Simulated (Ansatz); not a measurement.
# Pt12CO in Ansatz: reference runs

Reference runs on Pt12CO: the cell as given.

Everything below comes from runs of Ansatz 0.2.0. Logs are shortened: lines on timing, memory, paths and dates and some standing lists are left out, and cuts for length are marked.

### Step 1. The cell of the first run

The cell holds a slab with vacuum, 14 atoms: a = 5.538 Å, b = 5.538 Å, c = 23.672 Å, α = 90.00°, β = 90.00°, γ = 120.00°.

### Step 2. Single point, PBE

The input, input.yaml:

```yaml
crystal:
  lattice:
    - [5.5377774675, 0.0, 0.0]
    - [-2.7688887338, 4.7958559674, 0.0]
    - [0.0, 0.0, 23.6715763682]
  atoms:
    - { symbol: Pt, position: [0.3333333333, 0.1666666667, 0.3379580589] }
    - { symbol: Pt, position: [0.3333333333, 0.6666666667, 0.3379580589] }
    - { symbol: Pt, position: [0.8333333333, 0.1666666667, 0.3379580589] }
    - { symbol: Pt, position: [0.8333333333, 0.6666666667, 0.3379580589] }
    - { symbol: Pt, position: [0.6666666667, 0.3333333333, 0.4334645072] }
    - { symbol: Pt, position: [0.6666666667, 0.8333333333, 0.4334645072] }
    - { symbol: Pt, position: [0.1666666667, 0.3333333333, 0.4334645072] }
    - { symbol: Pt, position: [0.1666666667, 0.8333333333, 0.4334645072] }
    - { symbol: Pt, position: [0.0, 0.5, 0.5289709554] }
    - { symbol: Pt, position: [0.0, 0.0, 0.5289709554] }
    - { symbol: Pt, position: [0.5, 0.5, 0.5289709554] }
    - { symbol: Pt, position: [0.5, 0.0, 0.5289709554] }
    - { symbol: C, position: [0.1666666667, 0.3333333333, 0.6603521508] }
    - { symbol: O, position: [0.1666666667, 0.3333333333, 0.6117706799] }
hamiltonian:
  xc: pbe
  pseudopotentials: { kind: paw }
kpoints:
  mp_grid: { grid: [6, 6, 1] }
scf:
  occupations: { method: fermi_dirac, width: 0.05 }
output:
  forces: true
  eigenvalues: true
efield:
  axis: 3
  dipole_correction: true
  ramp_width: 0.04
```

Potentials or basis: Ansatz PAW.

The run is started by

```bash
$ ansatz run input.yaml --threads 4 --pin off --max-ram 11264MiB --backend cpu --events-out ev --progress --plain --runs-dir out
```

The log of the run:

```text
Warning: RAYON_NUM_THREADS=4 ignored (pool sized by the plan → 4); use --threads N
Engine: ansatz 0.2.0, aarch64-unknown-linux-gnu
Pseudopotentials: kind: paw
Pseudopotential: Pt, paw, valence charge 18, recommended cutoff 420 eV (normal), Pt.paw.azcp
Pseudopotential: C, paw, valence charge 4, recommended cutoff 420 eV (normal), C.paw.azcp
Pseudopotential: O, paw, valence charge 6, recommended cutoff 420 eV (normal), O.paw.azcp
Functional definition: PBE
  parameter kappa = 0.804
  parameter beta = 0.06672455060314922
  exchange = pbe_x(kappa = kappa, mu = beta*pi^2/3)
  correlation = pbe_c(beta = beta)
Crystal: 14 atoms, lattice volume = 628.679 Å³
Basis set: ecut = 420 eV, 12319 PW (Γ), exchange–correlation on 80×80×320 points (8 copies of the dense FFT grid, shifted against one another)
Bands: 136, of which v1, the nominal top of the filled ones, is band 113 counted from 1 (112 counted from 0)
Symmetry: 6 space group operations
Space group: P3m1 (ITA 156), of the structure as read, at distance tolerance 8.6e-5 Å
k-points: 7 of 36 (time reversal used)
Non-local potential: Pt, projectors of the file, l = 0: 3, l = 1: 2, l = 2: 2, l = 3: 1
Non-local potential: C, projectors of the file, l = 0: 2, l = 1: 2, l = 2: 1
Non-local potential: O, projectors of the file, l = 0: 2, l = 1: 2, l = 2: 1
PAW form: soft (Blöchl's): semilocal exchange-correlation on the pseudo side does not see the compensation charge
PAW one-centre angular grid: Pt, 590 points (default); XC on 64 Gauss nodes
PAW one-centre angular grid: C, 110 points (default); XC on 64 Gauss nodes
PAW one-centre angular grid: O, 110 points (default); XC on 64 Gauss nodes
Initial density: superposition of atomic densities (neutral atoms: chi_scale 0, normalization atom), corrected by the library's trained network
[... 23 lines left out ...]
Entropy (-TS):   -0.238463 eV (-17.033 meV/atom)
Fermi energy:    3.137840 eV
Dipole field:    D = 0.018877 V/Å  (p = 0.065585 e·Å, saw-weighted, corrected)
Work function:   Φ+ = 5.3353 eV   Φ− = 5.7822 eV
Levels:          The Fermi level and band energies are counted from a zero that moves with the ramp; work functions are not
--- Per-component energies (eV) ---
  E_band       = -5903.682586
  E_kinetic    = 7900.544623
  E_local      = -353938.162439  (includes V_loc(G=0)·N_el)
  E_nonlocal   = 2480.376195
  E_hartree    = 172463.128026
  E_xc         = -3252.196124
  E_vxc        = -3772.158282  (∫ρ·V_xc dr)
  E_paw        = -113706.216857  (= ΣΔE_a)
  E_vpaw       = -3506.317447  (= ΣTr[D̂ρ^β])
  E_aug_tail   = 0.004771  (compensation charges beyond the density's cutoff)
  E_efield     = 0.000619  (sawtooth field / dipole correction)
  E_vefield    = 5.751672  (∫n·V_field dr)
  E_ewald      = 136966.007757
  E_smearing   = -0.238463  (= −TS)
  E_closure    = 0.000000  (closes the sum)
  Σ components = -151086.751893   (vs F -151086.751893, Δ=0.00e0)
--- Forces (eV/Å), atoms counted from 1 ---
  atom   1  Pt    -0.00635679     0.00367010    -0.53889537
  atom   2  Pt     0.00000000    -0.00734019    -0.53889537
  atom   3  Pt     0.00635679     0.00367010    -0.53889537
  atom   4  Pt     0.00000000     0.00000000    -0.53770482
  atom   5  Pt    -0.00000000     0.01529542    -0.02542694
  atom   6  Pt     0.01324623    -0.00764771    -0.02542694
  atom   7  Pt     0.00000000     0.00000000    -0.16973543
  atom   8  Pt    -0.01324623    -0.00764771    -0.02542694
  atom   9  Pt    -0.57087226     0.32959326    -0.14104354
  atom  10  Pt     0.00000000    -0.65918651    -0.14104354
  atom  11  Pt     0.57087226     0.32959326    -0.14104354
  atom  12  Pt    -0.00000000    -0.00000000     0.48345279
  atom  13  C      0.00000000     0.00000000    -0.02272041
  atom  14  O     -0.00000000    -0.00000000     2.36290661
  max |Σ_I F_I| component: 1.01e-4 eV/Å
--- Band table (eV; the first three rows and the last of 7) ---
  k-point 0: bands = ["-95.3467", "-95.3279", "-95.3279", "-95.2818", "-94.8688", "-94.8640", "-94.8473", "-94.8454", "-94.8454", "-94.8454", "-94.8454", "-94.7971", "-49.7632", "-49.7632", "-49.7576", "-49.6307", "-49.5928", "-49.5928", "-49.5487", "-49.5007", "-49.4670", "-49.4670", "-49.3836", "-49.3836", "-49.3709", "-49.3694", "-49.3694", "-49.3291", "-49.3291", "-49.3237", "-49.1063", "-49.0982", "-49.0951", "-49.0951", "-49.0804", "-49.0804", "-49.0064", "-49.0064", "-48.9953", "-48.9953", "-48.9060", "-48.8696", "-48.8696", "-48.8582", "-48.8342", "-48.8342", "-48.8328", "-48.7905", "-21.4185", "-7.6143", "-6.0774", "-4.3019", "-4.3019", "-4.2640", "-3.8752", "-3.5181", "-3.5013", "-3.5013", "-3.2403", "-3.2403", "-3.2230", "-2.7839", "-2.7839", "-2.7765", "-2.6021", "-2.6021", "-2.5886", "-1.3031", "-1.1197", "-1.1197", "-0.9350", "-0.7121", "-0.7121", "-0.6203", "-0.5530", "-0.4600", "-0.4600", "-0.1105", "-0.1105", "-0.0358", "0.0277", "0.0530", "0.0530", "0.1322", "0.1322", "0.6862", "0.6862", "0.6915", "1.6736", "1.6764", "1.6764", "1.7017", "1.7017", "1.7735", "1.7735", "1.8868", "2.3828", "2.3828", "2.6206", "2.9527", "2.9571", "2.9571", "2.9911", "2.9911", "3.0364", "3.1216", "3.1216", "3.3388", "3.3466", "3.3466", "3.6999", "3.7123", "3.7123", "3.7636", "3.7737", "3.7737", "3.9673", "4.2159", "4.2159", "4.8042", "5.6065", "5.6065", "6.0422", "6.0448", "6.0448", "6.2288", "6.2417", "6.2417", "8.0629", "8.7116", "8.9630", "9.2556", "9.2884", "9.2884", "9.4348", "9.4988"]
  k-point 1: bands = ["-95.3454", "-95.3289", "-95.3279", "-95.2821", "-94.8673", "-94.8628", "-94.8481", "-94.8465", "-94.8461", "-94.8454", "-94.8454", "-94.7973", "-49.7492", "-49.7474", "-49.7362", "-49.6266", "-49.5920", "-49.5902", "-49.5456", "-49.5107", "-49.4811", "-49.4657", "-49.4095", "-49.3899", "-49.3570", "-49.3557", "-49.3460", "-49.3190", "-49.3171", "-49.3092", "-49.1157", "-49.1105", "-49.1083", "-49.0937", "-49.0903", "-49.0789", "-49.0309", "-49.0193", "-49.0125", "-49.0012", "-48.9023", "-48.8706", "-48.8690", "-48.8569", "-48.8362", "-48.8344", "-48.8327", "-48.7909", "-21.4184", "-7.5919", "-5.8465", "-4.3168", "-4.2921", "-4.0125", "-3.6436", "-3.4977", "-3.3219", "-3.3119", "-3.1551", "-3.0782", "-3.0633", "-2.7260", "-2.6837", "-2.6759", "-2.4747", "-2.3697", "-2.3635", "-1.2849", "-1.1172", "-1.0885", "-0.9490", "-0.6876", "-0.6160", "-0.6145", "-0.5719", "-0.5148", "-0.4238", "-0.2814", "-0.1640", "-0.1347", "0.0260", "0.0491", "0.1003", "0.1031", "0.3172", "0.4699", "0.5868", "0.5973", "1.3834", "1.3952", "1.4773", "1.5686", "1.6043", "1.6862", "1.6948", "1.7302", "1.9281", "2.3811", "2.3961", "2.4219", "2.5670", "2.6696", "2.7573", "2.7796", "2.8545", "2.9571", "2.9689", "3.0948", "3.1010", "3.1190", "3.1327", "3.1805", "3.4211", "3.4486", "3.4547", "3.4905", "3.5125", "4.0866", "4.9127", "4.9307", "5.2078", "5.5707", "5.6690", "5.8937", "5.9576", "6.8466", "7.2871", "7.3747", "8.2846", "8.8975", "9.1374", "9.2031", "9.2260", "9.6097", "9.7475", "9.7650"]
  k-point 2: bands = ["-95.3421", "-95.3317", "-95.3279", "-95.2825", "-94.8632", "-94.8596", "-94.8518", "-94.8492", "-94.8465", "-94.8454", "-94.8454", "-94.7977", "-49.7156", "-49.7143", "-49.6703", "-49.6161", "-49.5931", "-49.5853", "-49.5436", "-49.5403", "-49.5151", "-49.4781", "-49.4527", "-49.4067", "-49.3252", "-49.3226", "-49.2941", "-49.2922", "-49.2796", "-49.2576", "-49.1472", "-49.1425", "-49.1408", "-49.1269", "-49.0970", "-49.0813", "-49.0743", "-49.0664", "-49.0289", "-49.0165", "-48.8934", "-48.8739", "-48.8679", "-48.8536", "-48.8416", "-48.8348", "-48.8323", "-48.7918", "-21.4182", "-7.5522", "-5.2007", "-4.3225", "-4.2774", "-3.6574", "-3.3927", "-3.0476", "-2.9589", "-2.8308", "-2.8282", "-2.6927", "-2.6794", "-2.5564", "-2.3578", "-2.3549", "-2.1366", "-1.7567", "-1.7549", "-1.2669", "-1.1773", "-1.1719", "-1.1014", "-0.9539", "-0.9026", "-0.6655", "-0.6502", "-0.5583", "-0.4888", "-0.3151", "-0.2669", "-0.1344", "0.0945", "0.1233", "0.1971", "0.2171", "0.2461", "0.2805", "0.3541", "0.8158", "0.8333", "0.8565", "0.8678", "1.0090", "1.0444", "1.1119", "1.2126", "1.3690", "1.3732", "1.5228", "1.5759", "1.5927", "2.0417", "2.0497", "2.0648", "2.3255", "2.3256", "2.3499", "2.4429", "2.5052", "2.5777", "2.7132", "2.9514", "2.9856", "3.1030", "3.1483", "3.2083", "3.3938", "3.4139", "4.2024", "5.2742", "5.2760", "5.5021", "5.6718", "5.9227", "6.1673", "6.2214", "6.6130", "8.1587", "8.1692", "8.8414", "9.3408", "9.4396", "9.6586", "9.6619", "9.7159", "10.5950", "10.6843"]
  k-point 6: bands = ["-95.3365", "-95.3365", "-95.3285", "-95.2829", "-94.8559", "-94.8541", "-94.8539", "-94.8539", "-94.8539", "-94.8459", "-94.8431", "-94.7981", "-49.6525", "-49.6523", "-49.6266", "-49.6006", "-49.6003", "-49.5950", "-49.5948", "-49.5839", "-49.5362", "-49.4602", "-49.4601", "-49.4601", "-49.2635", "-49.2609", "-49.2573", "-49.2335", "-49.2260", "-49.2173", "-49.2125", "-49.2068", "-49.1945", "-49.1944", "-49.0827", "-49.0824", "-49.0800", "-49.0749", "-49.0634", "-49.0630", "-48.8809", "-48.8805", "-48.8685", "-48.8471", "-48.8450", "-48.8429", "-48.8293", "-48.7923", "-21.4180", "-7.5265", "-4.3492", "-4.3017", "-3.7621", "-3.7569", "-3.7121", "-2.4863", "-2.4716", "-2.4620", "-2.1089", "-2.0069", "-2.0066", "-1.9748", "-1.9715", "-1.9705", "-1.7541", "-1.7489", "-1.7449", "-1.3829", "-1.3828", "-1.3311", "-1.1756", "-1.1702", "-1.0807", "-0.9170", "-0.9054", "-0.8857", "-0.5955", "-0.5877", "-0.4963", "-0.4828", "-0.4782", "-0.3956", "-0.3633", "0.0865", "0.1386", "0.2090", "0.2689", "0.4058", "0.4104", "0.4132", "0.4649", "0.4670", "0.6857", "1.1175", "1.1237", "1.2940", "1.4456", "1.4599", "1.6436", "1.6458", "1.6842", "1.8842", "1.8857", "2.0605", "2.5050", "2.5224", "2.5288", "2.6918", "2.7326", "2.7461", "2.7502", "2.7509", "2.8976", "2.9045", "2.9045", "2.9145", "3.0315", "3.0418", "3.3505", "5.1903", "5.3692", "5.6740", "5.7185", "5.8653", "8.2582", "8.4358", "8.4370", "8.6122", "8.6191", "9.0417", "10.0691", "10.1069", "10.3496", "10.5141", "10.5330", "10.5634"]
```

Run time: 21 s. Hardware: 4 threads of Arm Neoverse V1, shared host; peak memory 1.8 GiB.

Results:

| Property | Result |
| --- | --- |
| Free energy | -151086.7519 eV |
| Largest force | 2.363 eV/Å |
| Band gap on the k mesh | none (metal or under the smearing width) |
| Work function of the upper face | 5.34 eV |
| Work function of the lower face | 5.78 eV |
| Dipole across the slab | 0.066 e·Å |

Forces in eV/Å, atoms in the order of the input:
```
Pt  -0.006  0.004 -0.539
Pt   0.000 -0.007 -0.539
Pt   0.006  0.004 -0.539
Pt   0.000  0.000 -0.538
Pt   0.000  0.015 -0.025
Pt   0.013 -0.008 -0.025
Pt   0.000  0.000 -0.170
Pt  -0.013 -0.008 -0.025
Pt  -0.571  0.330 -0.141
Pt   0.000 -0.659 -0.141
Pt   0.571  0.330 -0.141
Pt   0.000  0.000  0.483
C    0.000  0.000 -0.023
O    0.000  0.000  2.363
```

Levels at points of the mesh, in eV from the Fermi level:
| k point | band 109 | band 110 | band 111 | band 112 | band 113 | band 114 | band 115 | band 116 | band 117 | band 118 |
| --- | --- | --- | --- | --- | --- | --- | --- | --- | --- | --- |
| (0.00, 0.00, 0.00) | 0.21 | 0.21 | 0.56 | 0.57 | 0.57 | 0.63 | 0.64 | 0.64 | 0.83 | 1.08 |
| (0.00, -0.50, 0.00) | -0.79 | -0.65 | -0.41 | -0.15 | -0.08 | 0.02 | 0.04 | 0.28 | 0.30 | 1.69 |

The run has no spin-orbit coupling, so splittings on Pt are missing.
